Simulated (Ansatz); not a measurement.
# Rb: the cost of one run

Method: DFT PBEsol, scalar-relativistic, in Ansatz 0.2.0.

### Step 1. The starting structure

Symmetry: Im-3m, No. 229, cubic system. The conventional cell has a = 5.612 Å, b = 5.612 Å, c = 5.612 Å, α = 90.00°, β = 90.00°, γ = 90.00°.

Coordinates:

```
Rb
1.0
    -2.80600    2.80600    2.80600
     2.80600   -2.80600    2.80600
     2.80600    2.80600   -2.80600
Rb
1
Direct
  0.00000 0.00000 0.00000
```

The structure is an experimental refinement, used without relaxation.

### Step 2. Volume × 0.94, LAPW

input.yaml reads:

```yaml
crystal:
  lattice:
    - [-2.7487186211, 2.7487186211, 2.7487186211]
    - [2.7487186211, -2.7487186211, 2.7487186211]
    - [2.7487186211, 2.7487186211, -2.7487186211]
  atoms:
    - { symbol: Rb, position: [0.0, 0.0, 0.0] }
kpoints:
  mp_grid: { grid: [8, 8, 8] }
  band_path:
    path:
      - [0.0, 0.0, 0.0]
      - [0.5, -0.5, 0.5]
      - [0.0, 0.0, 0.5]
      - [0.0, 0.0, 0.0]
      - [0.25, 0.25, 0.25]
      - [0.5, -0.5, 0.5]
      - [0.25, 0.25, 0.25]
      - [0.0, 0.0, 0.5]
    npoints: 5
scf:
  occupations: { method: fermi_dirac, width: 0.05 }
hamiltonian:
  xc: pbesol
  pseudopotentials: { kind: all_electron, lapw: { basis_error: 0.001 } }
output:
  forces: true
  stress: true
  eigenvalues: true
```

On the command line:

```
$ ansatz run input.yaml --threads 1 --pin off --max-ram 3072MiB --backend cpu --events-out ev --progress --plain --runs-dir out
```

Q: Estimate wall time and peak memory on 1 thread of Arm Neoverse V1, shared host.

About 2.2 s, with a peak of 0.19 GiB.
